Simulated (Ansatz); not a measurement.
# FH6N3Sn: basis-set convergence

How large a basis does FH6N3Sn need? Two functionals are run in growing sets.

The runs use Ansatz 0.2.0, Gaussian basis; one geometry, several basis sets.

Plan: PBE0-D4/def2-SVP; ωB97M-V/def2-SVP; PBE0-D4/def2-QZVPP; ωB97M-V/def2-QZVPP; the functionals' def2-TZVPP values are taken from earlier runs.

## (1) The geometry

An earlier PBE0-D4 in a triple-zeta def2 set relaxation fixed the geometry. Sn takes the def2 core potential; no spin-orbit term is included.

SMILES `[NH2][Sn]([NH2])([NH2])[F]`, 11 atoms, charge 0, spin multiplicity 1.

Atoms are counted from 1 here; the program's logs count them from 0.

Bond lengths: N1–Sn2 2.002 Å, N1–H6 1.012 Å, N1–H7 1.012 Å, Sn2–N3 2.002 Å, Sn2–N4 2.002 Å, Sn2–F5 1.937 Å, N3–H8 1.012 Å, N3–H9 1.012 Å, N4–H10 1.012 Å, N4–H11 1.012 Å. Angles: Sn2–N1–H6 113.6°, Sn2–N1–H7 112.6°, H6–N1–H7 108.3°, N1–Sn2–N3 110.7°, N1–Sn2–N4 110.8°, N1–Sn2–F5 108.2°, N3–Sn2–N4 110.7°, N3–Sn2–F5 108.3°, N4–Sn2–F5 108.1°, Sn2–N3–H8 112.6°, Sn2–N3–H9 113.6°, H8–N3–H9 108.3°, Sn2–N4–H10 113.6°, Sn2–N4–H11 112.6°, H10–N4–H11 108.3°.

## (2) PBE0-D4 in def2-SVP

Input file in.yaml:

```yaml
crystal:
  periodic: [false, false, false]
  atoms:
    - {symbol: N, position_ang: [-1.768225, 0.562061, -0.545074]}
    - {symbol: Sn, position_ang: [0.110427, 0.200486, 0.045663]}
    - {symbol: N, position_ang: [0.125022, -0.881125, 1.730576]}
    - {symbol: N, position_ang: [1.142552, -0.725767, -1.398595]}
    - {symbol: F, position_ang: [0.969818, 1.898733, 0.406938]}
    - {symbol: H, position_ang: [-1.912955, 1.504950, -0.882235]}
    - {symbol: H, position_ang: [-2.447600, 0.375926, 0.181526]}
    - {symbol: H, position_ang: [0.830238, -1.606904, 1.721055]}
    - {symbol: H, position_ang: [0.250492, -0.326498, 2.567431]}
    - {symbol: H, position_ang: [2.086003, -0.377362, -1.509155]}
    - {symbol: H, position_ang: [0.679626, -0.681501, -2.297429]}
basis:
  gaussian: {orbitals: def2-SVP}
hamiltonian: {xc: pbe0, dispersion: d4}
output: {orbitals: {seedname: orbitals}}
```

Launch:

```bash
ansatz run in.yaml --threads 4 --pin off --events-out ev --progress --plain --max-ram 10444MiB
```

After this run come: ωB97M-V in def2-SVP; PBE0-D4 in def2-QZVPP; ωB97M-V in def2-QZVPP.

Before running them: what should the planned runs give, taken together? Wanted: PBE0-D4: double and triple zeta above quadruple; ωB97M-V: double and triple zeta above quadruple.

**Answer**, as computed:

| quantity | value |
| --- | --- |
| PBE0-D4: double and triple zeta above quadruple | 10.32, 0.53 eV |
| ωB97M-V: double and triple zeta above quadruple | 10.56, 0.50 eV |

PBE0-D4 gains 9.79 eV from double to triple zeta, then 0.53 eV more. Total energies overstate the basis error of differences, where much of it tends to cancel. The LUMO of ωB97M-V is positive and keeps falling with the basis (1.60 to 0.72 eV): an unbound level that the basis holds in place.
